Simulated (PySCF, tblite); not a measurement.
# C₈H₁₂: dynamics, then NMR shifts on frames

How do NMR shifts of C₈H₁₂ (`C=C[C@@]1(C)CC12CC2`) change as the atoms move?

The runs use tblite 0.8.0 and PySCF 2.14.0, with density-fitted response routines of our own; the level of theory stands in each step. All values are computed, except where a source is named. Atoms count from 0, in the outputs and in this text.

## Step 1: The molecule as given

20 atoms, charge 0, multiplicity 1; geometry from: GFN2-xTB.

Bonds of the start (Å): C0–C1 1.32, C1–C2 1.48, C2–C3 1.51, C2–C4 1.53, C4–C5 1.48, C5–C6 1.48, C6–C7 1.51, C5–C2 1.49, C7–C5 1.48, C0–H8 1.08, C0–H9 1.08, C1–H10 1.08, C3–H11 1.09, C3–H12 1.09, C3–H13 1.09, C4–H14 1.08, C4–H15 1.08, C6–H16 1.08, C6–H17 1.08, C7–H18 1.08, C7–H19 1.08.

## Step 2: Dynamics with GFN2-xTB

The job: settings as JSON, then the geometry in Å.

```
{"job": {"kind": "md", "xc": "GFN2-xTB", "basis": "xTB", "temperature": 600, "steps": 2000, "every": 50, "frames": 5}, "charge": 0, "multiplicity": 1}
C     -2.327995     1.448433    -0.308127
C     -1.099348     1.076247    -0.628060
C     -0.452348    -0.200670    -0.267657
C     -1.258428    -1.178316     0.558092
C      0.521634    -0.781798    -1.294468
C      1.024117    -0.167813    -0.050360
C      1.958759    -0.519200     1.039135
C      2.044965     0.824428     0.347043
H     -2.718560     2.405178    -0.610098
H     -2.994912     0.824604     0.260803
H     -0.471021     1.745523    -1.203435
H     -2.151676    -1.490927     0.020186
H     -1.560788    -0.720892     1.498663
H     -0.660731    -2.058713     0.782149
H      0.656415    -0.251502    -2.226802
H      0.559308    -1.857062    -1.396539
H      1.584353    -0.545617     2.052558
H      2.733904    -1.246901     0.843524
H      2.879176     1.005984    -0.316100
H      1.728029     1.699693     0.896457
```

Level: GFN2-xTB Langevin dynamics, gas phase.

On the command line:

```console
$ OMP_NUM_THREADS=1 python probes_run.py task.json out
```

The driver reads the jobs from task.json and runs them one after another.

The log of the run:

```text
t/fs     T/K      E/eV
    0.0   492.8   -630.41301
   25.0   289.1   -629.53053
   50.0   371.5   -629.69302
   75.0   352.1   -629.52720
  100.0   453.0   -629.30349
  125.0   641.1   -629.54212
  150.0   611.9   -628.97619
  175.0   673.7   -629.10757
  200.0   499.5   -628.56434
  225.0   631.6   -628.91140
  250.0   543.9   -629.14086
  275.0   597.3   -628.95731
  300.0   732.7   -629.01272
  325.0   692.8   -628.91051
  350.0   532.3   -628.92895
  375.0   520.2   -628.87852
  400.0   417.5   -628.71097
  425.0   446.6   -629.04074
  450.0   458.0   -629.43430
  475.0   452.1   -629.37942
  500.0   649.8   -629.38628
  525.0   669.5   -629.27199
  550.0   539.8   -628.89893
  575.0   540.5   -628.71879
  600.0   645.2   -628.87213
  625.0   768.3   -629.04840
  650.0   481.2   -628.35178
  675.0   590.7   -628.82514
  700.0   662.5   -628.86820
  725.0   568.7   -628.89282
  750.0   502.8   -628.91730
  775.0   620.5   -629.31709
  800.0   575.8   -628.90599
  825.0   658.0   -629.17580
  850.0   513.2   -628.90586
  875.0   515.5   -628.70798
  900.0   647.8   -629.05221
  925.0   762.3   -629.15885
  950.0   633.3   -628.73644
  975.0   700.0   -628.85190
 1000.0   771.8   -628.82392
```

It took 29 s on 1 thread, shared host.

Distance from the start (root mean square after alignment): 0 fs 0.00 Å, 200 fs 0.26 Å, 400 fs 0.23 Å, 600 fs 0.28 Å, 800 fs 0.55 Å, 1000 fs 0.80 Å.

Positions (Å) and forces (eV/Å) at 1000 fs:

```xyz
20

C    -2.341    0.100    1.156    1.644   -0.873    0.232
C    -1.236    0.049    1.954   -0.817    1.110   -1.250
C    -0.292   -1.131    1.865   -0.577    0.961    2.285
C    -0.697   -2.206    2.914   -1.941   -0.449   -0.756
C     0.541   -1.486    0.640   -0.712    0.977   -1.015
C     1.117   -0.737    1.810    1.030    0.729   -1.327
C     2.509   -0.684    2.284   -0.345   -0.555    2.462
C     1.819    0.611    1.887    0.305   -2.139    0.356
H    -3.021    0.944    1.116    0.195   -0.300    0.117
H    -2.543   -0.753    0.410    0.258    1.380    1.431
H    -0.853    0.957    2.611   -1.151   -1.937   -1.223
H    -1.151   -3.037    2.350    0.144    0.031    0.169
H    -1.502   -1.899    3.621    0.293    0.497   -0.816
H    -0.012   -2.640    3.605    1.363    0.067   -0.195
H     0.526   -1.054   -0.442   -0.547   -0.414    2.164
H     0.571   -2.554    0.626    0.917   -0.477   -0.216
H     2.778   -0.961    3.356   -0.620    0.916   -1.017
H     3.217   -1.180    1.697    0.882   -0.267   -1.220
H     2.130    1.208    1.078    0.343    0.102   -1.040
H     1.626    1.202    2.735   -0.664    0.640    0.857
```

## Step 3: Nuclear shieldings: 250 fs, PBE0/pcSseg-1

The job: settings as JSON, then the geometry in Å.

```
{"job": {"kind": "nmr", "xc": "PBE0", "basis": "pcSseg-1", "pop": false}, "charge": 0, "multiplicity": 1}
C     -2.529100     1.720400     0.752800
C     -1.556600     1.181900     0.037300
C     -0.854800    -0.085400     0.453900
C     -1.241800    -0.688200     1.804500
C     -0.362700    -0.947300    -0.770200
C      0.575000    -0.199600     0.206600
C      1.750400    -0.624500     1.030100
C      1.759900     0.679000     0.195600
H     -3.127500     2.643700     0.512700
H     -2.837700     1.177300     1.634000
H     -1.044800     1.735700    -0.655500
H     -2.272400    -0.994800     1.821900
H     -1.065700    -0.063900     2.635500
H     -0.655900    -1.613100     2.026000
H     -0.606100    -0.392800    -1.626300
H     -0.519800    -1.969600    -0.627800
H      1.559000    -0.643000     2.119100
H      2.256200    -1.613500     0.941600
H      2.383200     0.508600    -0.680700
H      1.741700     1.642600     0.496900
```

Level: GIAO PBE0/pcSseg-1 NMR shielding, non-relativistic, gas phase.

The log of the run:

```text
coarse grid: 16128 points
cycle   1  E = -311.4156128780  dE =  1.193e+00  |g| = 4.140e-01  |ddm| = 4.030e+00
cycle   2  E = -311.4179565188  dE = -2.344e-03  |g| = 4.213e-01  |ddm| = 8.464e-01
cycle   3  E = -311.4650498940  dE = -4.709e-02  |g| = 3.909e-02  |ddm| = 4.528e-01
cycle   4  E = -311.4651773881  dE = -1.275e-04  |g| = 3.142e-02  |ddm| = 7.145e-02
cycle   5  E = -311.4654100127  dE = -2.326e-04  |g| = 4.872e-03  |ddm| = 3.357e-02
cycle   6  E = -311.4654142201  dE = -4.207e-06  |g| = 2.607e-03  |ddm| = 6.622e-03
final grid: 154128 points
cycle   7  E = -311.5164212082  dE = -5.883e-05  |g| = 1.006e-02  |ddm| = 4.606e-02
cycle   8  E = -311.5164101388  dE =  1.107e-05  |g| = 1.217e-02  |ddm| = 2.071e-02
cycle   9  E = -311.5164471817  dE = -3.704e-05  |g| = 1.628e-03  |ddm| = 1.167e-02
cycle  10  E = -311.5164478210  dE = -6.394e-07  |g| = 3.008e-04  |ddm| = 1.733e-03
cycle  11  E = -311.5164478387  dE = -1.772e-08  |g| = 1.735e-04  |ddm| = 5.466e-04
cycle  12  E = -311.5164478460  dE = -7.309e-09  |g| = 2.309e-05  |ddm| = 1.793e-04
cycle  13  E = -311.5164478462  dE = -1.210e-10  |g| = 4.681e-06  |ddm| = 2.896e-05
converged SCF energy = -311.5164478462

GIAO shielding tensors (ppm)
atom      isotropic    diamagn.    paramagn.     s11        s22        s33       span
  0 C       63.040     255.219    -192.179    -50.425     75.587    163.960    214.385
  1 C       36.071     252.286    -216.215    -82.459     42.446    148.225    230.684
  2 C      153.926     256.678    -102.752    123.532    148.715    189.531     65.999
  3 C      166.886     245.470     -78.584    149.464    163.875    187.320     37.856
  4 C      170.680     251.565     -80.885    148.155    162.753    201.131     52.976
  5 C      155.373     255.195     -99.822     95.852    172.587    197.681    101.829
  6 C      175.910     254.958     -79.048    132.813    179.747    215.172     82.359
  7 C      180.439     250.983     -70.544    154.269    181.034    206.014     51.745
  8 H       25.245      27.456      -2.211     22.759     24.227     28.749      5.990
  9 H       26.273      32.210      -5.937     22.632     23.903     32.284      9.651
 10 H       26.757      34.731      -7.974     22.897     25.368     32.006      9.109
 11 H       30.406      30.535      -0.129     25.695     27.325     38.197     12.502
 12 H       31.312      32.249      -0.937     27.235     28.693     38.008     10.773
 13 H       30.570      31.065      -0.495     25.304     29.893     36.513     11.209
 14 H       31.947      33.848      -1.901     25.499     29.363     40.980     15.481
 15 H       31.709      34.227      -2.518     25.721     29.222     40.184     14.463
 16 H       30.636      32.833      -2.197     24.597     29.305     38.007     13.410
 17 H       29.558      30.878      -1.320     24.033     26.024     38.617     14.584
 18 H       30.437      30.485      -0.048     24.340     26.281     40.691     16.351
 19 H       31.972      33.531      -1.559     26.256     29.308     40.351     14.095
```

It took 58 s on 1 thread, shared host.

The references, computed at this level on geometries of the same kind, shield at (ppm): ¹H TMS 31.72, ¹³C TMS 186.9. Their shielding less the atom's gives the shift. The references are single molecules in the gas phase. Each atom is listed at this fixed geometry, with no averaging over motion; a spectrum would average atoms that exchange fast.

```csv
atoms,environment,σ (ppm),δ (ppm)
C1,alkene CH,36.1,150.9
C0,terminal =CH2 carbon,63.0,123.9
C2,three-membered-ring carbon,153.9,33.0
C5,three-membered-ring carbon,155.4,31.6
C3,methyl carbon,166.9,20.0
C4,three-membered-ring carbon,170.7,16.2
C6,three-membered-ring carbon,175.9,11.0
C7,three-membered-ring carbon,180.4,6.5
H8,hydrogen on a terminal =CH2 carbon,25.25,6.47
H9,hydrogen on a terminal =CH2 carbon,26.27,5.44
H10,hydrogen on an alkene CH,26.76,4.96
H17,hydrogen on a three-membered-ring carbon,29.56,2.16
H11,hydrogen on a methyl carbon,30.41,1.31
H18,hydrogen on a three-membered-ring carbon,30.44,1.28
H13,hydrogen on a methyl carbon,30.57,1.15
H16,hydrogen on a three-membered-ring carbon,30.64,1.08
H12,hydrogen on a methyl carbon,31.31,0.40
H15,hydrogen on a three-membered-ring carbon,31.71,0.01
H14,hydrogen on a three-membered-ring carbon,31.95,-0.23
H19,hydrogen on a three-membered-ring carbon,31.97,-0.25
```

Ring of atoms C2, C4, C5: NICS(0) -40.6, NICS(1) -6.6, NICS(1)zz -19.2 ppm (means of both faces).

In rings of three or four atoms NICS is ruled by the nearby σ bonds, so it says little on aromaticity.

Ring of atoms C5, C6, C7: NICS(0) -37.8, NICS(1) -6.6, NICS(1)zz -17.9 ppm (means of both faces).

In rings of three or four atoms NICS is ruled by the nearby σ bonds, so it says little on aromaticity.

## Step 4: Nuclear shieldings: 425 fs, PBE0/pcSseg-1

The job: settings as JSON, then the geometry in Å.

```
{"job": {"kind": "nmr", "xc": "PBE0", "basis": "pcSseg-1", "pop": false}, "charge": 0, "multiplicity": 1}
C     -2.574500     1.415800     1.218500
C     -1.486400     1.015800     0.574100
C     -0.671600    -0.222800     0.782100
C     -1.388300    -1.344100     1.725200
C     -0.043400    -0.822400    -0.518000
C      0.793000    -0.299000     0.556800
C      1.842900    -0.887400     1.336600
C      1.977400     0.480000     0.670100
H     -2.886300     2.499100     1.288600
H     -2.997000     0.786000     2.005400
H     -0.820500     1.669000     0.150600
H     -2.052800    -1.941100     1.086000
H     -1.972600    -0.959300     2.497300
H     -0.626900    -1.958200     2.270900
H     -0.175200    -0.291800    -1.437400
H     -0.166100    -1.842900    -0.806600
H      1.733400    -0.809000     2.420300
H      2.405500    -1.709100     0.863500
H      2.815400     0.558900    -0.081900
H      1.988800     1.412100     1.362000
```

Method: GIAO PBE0/pcSseg-1 NMR shielding, non-relativistic, gas phase.

The log of the run:

```text
coarse grid: 16128 points
cycle   1  E = -311.4147596998  dE =  1.185e+00  |g| = 4.217e-01  |ddm| = 3.990e+00
cycle   2  E = -311.4143358242  dE =  4.239e-04  |g| = 4.427e-01  |ddm| = 8.450e-01
cycle   3  E = -311.4659576343  dE = -5.162e-02  |g| = 3.551e-02  |ddm| = 4.486e-01
cycle   4  E = -311.4660588099  dE = -1.012e-04  |g| = 2.854e-02  |ddm| = 6.522e-02
cycle   5  E = -311.4662535137  dE = -1.947e-04  |g| = 5.897e-03  |ddm| = 3.230e-02
cycle   6  E = -311.4662611156  dE = -7.602e-06  |g| = 2.383e-03  |ddm| = 7.839e-03
final grid: 154128 points
cycle   7  E = -311.5158028899  dE = -4.147e-05  |g| = 9.174e-03  |ddm| = 4.362e-02
cycle   8  E = -311.5157930591  dE =  9.831e-06  |g| = 1.122e-02  |ddm| = 1.907e-02
cycle   9  E = -311.5158244530  dE = -3.139e-05  |g| = 1.388e-03  |ddm| = 1.079e-02
cycle  10  E = -311.5158249154  dE = -4.624e-07  |g| = 3.009e-04  |ddm| = 1.482e-03
cycle  11  E = -311.5158249352  dE = -1.975e-08  |g| = 1.434e-04  |ddm| = 4.778e-04
cycle  12  E = -311.5158249402  dE = -5.016e-09  |g| = 1.889e-05  |ddm| = 1.548e-04
cycle  13  E = -311.5158249403  dE = -7.958e-11  |g| = 5.599e-06  |ddm| = 3.171e-05
converged SCF energy = -311.5158249403

GIAO shielding tensors (ppm)
atom      isotropic    diamagn.    paramagn.     s11        s22        s33       span
  0 C       66.203     255.976    -189.773    -44.252     77.417    165.444    209.696
  1 C       35.661     251.798    -216.137    -77.477     29.176    155.283    232.760
  2 C      147.094     254.842    -107.748    103.829    141.753    195.699     91.870
  3 C      163.269     244.687     -81.418    148.102    151.097    190.609     42.508
  4 C      161.545     251.042     -89.497    125.694    169.909    189.031     63.337
  5 C      160.174     252.010     -91.836    109.780    180.375    190.366     80.586
  6 C      179.674     255.542     -75.868    150.843    170.285    217.893     67.050
  7 C      169.480     248.993     -79.513    140.508    166.361    201.570     61.063
  8 H       25.294      27.822      -2.528     22.747     24.031     29.104      6.358
  9 H       25.935      31.850      -5.915     22.654     24.332     30.818      8.165
 10 H       26.668      35.307      -8.639     21.809     24.328     33.866     12.057
 11 H       29.846      29.720       0.126     24.642     27.705     37.190     12.548
 12 H       30.940      32.297      -1.357     25.741     29.531     37.547     11.806
 13 H       29.974      29.806       0.169     24.393     29.991     35.539     11.146
 14 H       31.159      33.823      -2.664     25.555     28.734     39.189     13.633
 15 H       30.965      33.839      -2.873     25.394     29.099     38.403     13.009
 16 H       30.600      31.369      -0.768     25.242     27.407     39.151     13.909
 17 H       30.628      30.690      -0.062     24.634     26.864     40.386     15.752
 18 H       29.121      28.750       0.371     23.559     25.468     38.338     14.779
 19 H       28.877      28.453       0.424     23.182     26.156     37.292     14.110
```

Run time: 58 s. Hardware: 1 thread, shared host.

In short: δ C1 151.3, C0 120.7, C2 39.8, C5 26.8, H8 6.42, H9 5.78 ppm.

## Step 5: Nuclear shieldings: 625 fs, PBE0/pcSseg-1

The job: settings as JSON, then the geometry in Å.

```
{"job": {"kind": "nmr", "xc": "PBE0", "basis": "pcSseg-1", "pop": false}, "charge": 0, "multiplicity": 1}
C     -2.604400     0.947000     1.324100
C     -1.492100     0.524700     0.594500
C     -0.573100    -0.607300     1.032800
C     -0.875600    -1.205200     2.317600
C      0.201600    -1.230500    -0.132900
C      0.938500    -0.363200     0.882900
C      2.063900    -0.735300     1.797600
C      1.982500     0.522200     1.116500
H     -3.226700     1.626100     0.802700
H     -2.846400     0.717800     2.318400
H     -1.332500     0.938400    -0.393800
H     -1.654800    -1.980900     2.350400
H     -1.220200    -0.501800     3.072100
H     -0.093100    -1.816500     2.774500
H     -0.199300    -0.831100    -1.124800
H      0.515600    -2.284600    -0.084800
H      1.903300    -0.883700     2.845500
H      2.671300    -1.538200     1.307500
H      2.688100     0.798400     0.364600
H      1.792300     1.377100     1.689600
```

With the program's defaults for keys left out, this is: GIAO PBE0/pcSseg-1 NMR shielding, non-relativistic, gas phase.

The log of the run:

```text
coarse grid: 16128 points
cycle   1  E = -311.4125261390  dE =  1.293e+00  |g| = 4.413e-01  |ddm| = 4.056e+00
cycle   2  E = -311.4051454681  dE =  7.381e-03  |g| = 4.920e-01  |ddm| = 9.063e-01
cycle   3  E = -311.4671687814  dE = -6.202e-02  |g| = 6.011e-02  |ddm| = 5.044e-01
cycle   4  E = -311.4677647700  dE = -5.960e-04  |g| = 3.354e-02  |ddm| = 8.641e-02
cycle   5  E = -311.4680234197  dE = -2.586e-04  |g| = 1.074e-02  |ddm| = 3.473e-02
cycle   6  E = -311.4680512014  dE = -2.778e-05  |g| = 2.805e-03  |ddm| = 1.265e-02
cycle   7  E = -311.4680531253  dE = -1.924e-06  |g| = 4.899e-04  |ddm| = 2.929e-03
final grid: 154128 points
cycle   8  E = -311.5174503588  dE = -5.786e-05  |g| = 9.095e-03  |ddm| = 4.580e-02
cycle   9  E = -311.5174452442  dE =  5.115e-06  |g| = 1.017e-02  |ddm| = 1.968e-02
cycle  10  E = -311.5174721691  dE = -2.692e-05  |g| = 1.283e-03  |ddm| = 1.142e-02
cycle  11  E = -311.5174725492  dE = -3.801e-07  |g| = 3.381e-04  |ddm| = 1.599e-03
cycle  12  E = -311.5174725718  dE = -2.260e-08  |g| = 1.653e-04  |ddm| = 4.169e-04
cycle  13  E = -311.5174725787  dE = -6.862e-09  |g| = 2.651e-05  |ddm| = 1.733e-04
cycle  14  E = -311.5174725788  dE = -1.567e-10  |g| = 7.680e-06  |ddm| = 3.231e-05
converged SCF energy = -311.5174725788

GIAO shielding tensors (ppm)
atom      isotropic    diamagn.    paramagn.     s11        s22        s33       span
  0 C       57.759     253.502    -195.744    -72.437     72.197    173.515    245.952
  1 C       15.072     251.683    -236.611   -120.951     37.410    128.757    249.708
  2 C      156.704     254.761     -98.058    120.679    153.343    196.088     75.409
  3 C      172.159     240.824     -68.665    152.748    168.277    195.452     42.704
  4 C      151.596     246.661     -95.065    127.347    150.799    176.643     49.296
  5 C      156.929     254.852     -97.924     82.447    193.288    195.053    112.606
  6 C      180.457     261.033     -80.576    147.309    171.815    222.245     74.936
  7 C      179.071     248.426     -69.355    159.725    185.953    191.535     31.810
  8 H       26.226      30.279      -4.052     21.711     25.321     31.646      9.934
  9 H       25.872      32.620      -6.747     20.296     25.439     31.882     11.587
 10 H       24.989      33.292      -8.303     20.647     23.760     30.562      9.915
 11 H       30.158      28.489       1.669     25.793     26.228     38.453     12.660
 12 H       30.273      30.504      -0.232     25.618     27.834     37.367     11.748
 13 H       30.632      30.972      -0.340     23.742     31.594     36.560     12.818
 14 H       28.894      30.097      -1.203     23.209     27.014     36.459     13.250
 15 H       29.615      31.659      -2.044     23.544     28.052     37.250     13.706
 16 H       31.361      34.037      -2.676     26.051     29.133     38.900     12.849
 17 H       30.776      31.762      -0.986     23.898     27.804     40.627     16.728
 18 H       30.492      30.372       0.121     25.052     25.847     40.577     15.526
 19 H       31.105      31.302      -0.197     25.547     28.353     39.414     13.868
```

Wall time 56 s (1 thread, shared host).

In short: δ C1 171.9, C0 129.2, C4 35.3, C2 30.2, H10 6.73, H9 5.84 ppm.

(Part 1 of 2 ends here.)
